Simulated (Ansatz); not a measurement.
**Li2Ga: further runs on the relaxed cell**

This session takes Li2Ga and sets out to measure the bulk modulus from energies at several volumes.

Computed with Ansatz 0.2.0 (DFT r2SCAN, scalar-relativistic, plane waves, PAW, unless a step's input says otherwise).

1 further run of the same task is left out (set aside as unsound or not needed). Runs told in other sessions of the task aren't counted.

## (1) The structure to begin with

Symmetry: Cmcm, No. 63, orthorhombic system. Conventional cell: a = 4.501 Å, b = 9.432 Å, c = 4.314 Å, α = 90.00°, β = 90.00°, γ = 90.00°. Around Li (site symmetry m2m) lie 6 Li at 2.67 to 2.71 Å and 2 Ga at 2.73 Å. Li (site symmetry m2m) has 5 Ga at 2.65 to 2.97 Å and 4 Li at 2.67 to 2.71 Å in its first shell of neighbours. Around Ga (site symmetry m2m) lie 2 Ga at 2.59 Å and 7 Li at 2.65 to 2.97 Å.

Structure file:

```
Li Ga
1.0
     2.25035   -4.71578    0.00000
     2.25035    4.71578    0.00000
     0.00000    0.00000    4.31377
Li Ga
4 2
Cartesian
  2.2504 -0.8233 3.2353
  2.2504 0.8233 1.0784
  2.2504 2.4577 3.2353
  2.2504 -2.4577 1.0784
  2.2504 -4.0010 3.2353
  2.2504 4.0010 1.0784
```

It is the result of an earlier relaxation at this level (volume 15.26 Å³/atom; gap on the mesh: none (metal)).

## (2) Volume × 0.97

input.yaml reads:

```yaml
crystal:
  lattice:
    - [2.227620481, -4.6681470016, 0.0]
    - [2.227620481, 4.6681470016, 0.0]
    - [0.0, 0.0, 4.2701967316]
  atoms:
    - { symbol: Li, position: [0.5872893408, 0.4127106592, 0.75] }
    - { symbol: Li, position: [0.4127106592, 0.5872893408, 0.25] }
    - { symbol: Li, position: [0.2394137585, 0.7605862415, 0.75] }
    - { symbol: Li, position: [0.7605862415, 0.2394137585, 0.25] }
    - { symbol: Ga, position: [0.9242134719, 0.0757865281, 0.75] }
    - { symbol: Ga, position: [0.0757865281, 0.9242134719, 0.25] }
basis:
  ecutwfc: 500
kpoints:
  mp_grid: { grid: [10, 10, 8] }
hamiltonian:
  xc: r2scan
scf:
  occupations: { method: gaussian, width: 0.1 }
output:
  forces: true
  stress: true
  eigenvalues: true
  write_density: true
  write_potential: true
  elf: true
  volumetric_format: npy
relax:
  adjacent_minimum: "off"
  f_tol: 0.01
  max_steps: 30
  cell: { stress_tol: 0.1, fix: [volume] }
```

Started as:

```sh
ansatz run input.yaml --threads 1 --pin off --max-ram 2560MiB --backend cpu --events-out ev --progress --plain --runs-dir out
```

## (3) The cell scaled to 1.03 of its volume

Edit input.yaml of step 2 so:

```diff
@@ -2,5 +2,5 @@
   lattice:
-    - [2.227620481, -4.6681470016, 0.0]
-    - [2.227620481, 4.6681470016, 0.0]
-    - [0.0, 0.0, 4.2701967316]
+    - [2.2726350429, -4.7624784167, 0.0]
+    - [2.2726350429, 4.7624784167, 0.0]
+    - [0.0, 0.0, 4.3564865808]
   atoms:
@@ -24,6 +24,2 @@
   eigenvalues: true
-  write_density: true
-  write_potential: true
-  elf: true
-  volumetric_format: npy
 relax:
```

## (4) Volume × 0.94

input.yaml reads:

```yaml
crystal:
  lattice:
    - [2.2027777455, -4.6101831543, 0.0]
    - [2.2027777455, 4.6101831543, 0.0]
    - [0.0, 0.0, 4.2374137289]
  atoms:
    - { symbol: Li, position: [0.5879335401, 0.4120664599, 0.75] }
    - { symbol: Li, position: [0.4120664599, 0.5879335401, 0.25] }
    - { symbol: Li, position: [0.2400005087, 0.7599994913, 0.75] }
    - { symbol: Li, position: [0.7599994913, 0.2400005087, 0.25] }
    - { symbol: Ga, position: [0.9233450129, 0.0766549871, 0.75] }
    - { symbol: Ga, position: [0.0766549871, 0.9233450129, 0.25] }
basis:
  ecutwfc: 500
kpoints:
  mp_grid: { grid: [10, 10, 8] }
hamiltonian:
  xc: r2scan
scf:
  occupations: { method: gaussian, width: 0.1 }
output:
  forces: true
  stress: true
  eigenvalues: true
relax:
  adjacent_minimum: "off"
  f_tol: 0.01
  max_steps: 30
  cell: { stress_tol: 0.1, fix: [volume] }
```

## (5) The cell scaled to 1.06 of its volume

input.yaml reads:

```yaml
crystal:
  lattice:
    - [2.2973566937, -4.8160203767, 0.0]
    - [2.2973566937, 4.8160203767, 0.0]
    - [0.0, 0.0, 4.3858219299]
  atoms:
    - { symbol: Li, position: [0.5865156505, 0.4134843495, 0.75] }
    - { symbol: Li, position: [0.4134843495, 0.5865156505, 0.25] }
    - { symbol: Li, position: [0.2387116484, 0.7612883516, 0.75] }
    - { symbol: Li, position: [0.7612883516, 0.2387116484, 0.25] }
    - { symbol: Ga, position: [0.9249998256, 0.0750001744, 0.75] }
    - { symbol: Ga, position: [0.0750001744, 0.9249998256, 0.25] }
basis:
  ecutwfc: 500
kpoints:
  mp_grid: { grid: [10, 10, 8] }
hamiltonian:
  xc: r2scan
scf:
  occupations: { method: gaussian, width: 0.1 }
output:
  forces: true
  stress: true
  eigenvalues: true
relax:
  adjacent_minimum: "off"
  f_tol: 0.01
  max_steps: 30
  cell: { stress_tol: 0.1, fix: [volume] }
```

## (6) Point at V/V0 = 0.91

input.yaml reads:

```yaml
crystal:
  lattice:
    - [2.1768847519, -4.5535963227, 0.0]
    - [2.1768847519, 4.5535963227, 0.0]
    - [0.0, 0.0, 4.2025540016]
  atoms:
    - { symbol: Li, position: [0.5886987827, 0.4113012173, 0.75] }
    - { symbol: Li, position: [0.4113012173, 0.5886987827, 0.25] }
    - { symbol: Li, position: [0.2405396896, 0.7594603104, 0.75] }
    - { symbol: Li, position: [0.7594603104, 0.2405396896, 0.25] }
    - { symbol: Ga, position: [0.9225835627, 0.0774164373, 0.75] }
    - { symbol: Ga, position: [0.0774164373, 0.9225835627, 0.25] }
basis:
  ecutwfc: 500
kpoints:
  mp_grid: { grid: [10, 10, 8] }
hamiltonian:
  xc: r2scan
scf:
  occupations: { method: gaussian, width: 0.1 }
output:
  forces: true
  stress: true
  eigenvalues: true
relax:
  adjacent_minimum: "off"
  f_tol: 0.01
  max_steps: 30
  cell: { stress_tol: 0.1, fix: [volume] }
```

## (7) The cell scaled to 1.10 of its volume

input.yaml reads:

```yaml
crystal:
  lattice:
    - [2.327777375, -4.8877061562, 0.0]
    - [2.327777375, 4.8877061562, 0.0]
    - [0.0, 0.0, 4.4259655494]
  atoms:
    - { symbol: Li, position: [0.5856946509, 0.4143053491, 0.75] }
    - { symbol: Li, position: [0.4143053491, 0.5856946509, 0.25] }
    - { symbol: Li, position: [0.2380116383, 0.7619883617, 0.75] }
    - { symbol: Li, position: [0.7619883617, 0.2380116383, 0.25] }
    - { symbol: Ga, position: [0.9258358695, 0.0741641305, 0.75] }
    - { symbol: Ga, position: [0.0741641305, 0.9258358695, 0.25] }
basis:
  ecutwfc: 500
kpoints:
  mp_grid: { grid: [10, 10, 8] }
hamiltonian:
  xc: r2scan
scf:
  occupations: { method: gaussian, width: 0.1 }
output:
  forces: true
  stress: true
  eigenvalues: true
relax:
  adjacent_minimum: "off"
  f_tol: 0.01
  max_steps: 30
  cell: { stress_tol: 0.1, fix: [volume] }
```

## (8) Point at V/V0 = 0.88

input.yaml reads:

```yaml
crystal:
  lattice:
    - [2.1500435185, -4.4974755335, 0.0]
    - [2.1500435185, 4.4974755335, 0.0]
    - [0.0, 0.0, 4.1660884642]
  atoms:
    - { symbol: Li, position: [0.5893963505, 0.4106036495, 0.75] }
    - { symbol: Li, position: [0.4106036495, 0.5893963505, 0.25] }
    - { symbol: Li, position: [0.2410145628, 0.7589854372, 0.75] }
    - { symbol: Li, position: [0.7589854372, 0.2410145628, 0.25] }
    - { symbol: Ga, position: [0.9218287499, 0.0781712501, 0.75] }
    - { symbol: Ga, position: [0.0781712501, 0.9218287499, 0.25] }
basis:
  ecutwfc: 500
kpoints:
  mp_grid: { grid: [10, 10, 8] }
hamiltonian:
  xc: r2scan
scf:
  occupations: { method: gaussian, width: 0.1 }
output:
  forces: true
  stress: true
  eigenvalues: true
relax:
  adjacent_minimum: "off"
  f_tol: 0.01
  max_steps: 30
  cell: { stress_tol: 0.1, fix: [volume] }
```

(Steps that only read results are left out.)

Before running it: what results should come out? Wanted: equilibrium volume of the fit; bulk modulus.

The runs gave:

| quantity | value |
| --- | --- |
| equilibrium volume of the fit | 15.25 Å³/atom |
| bulk modulus | 35 GPa |
| its pressure derivative | 4.1 |

In words: The fit puts the minimum at 15.25 Å³/atom with B = 35 GPa and B' = 4.1.
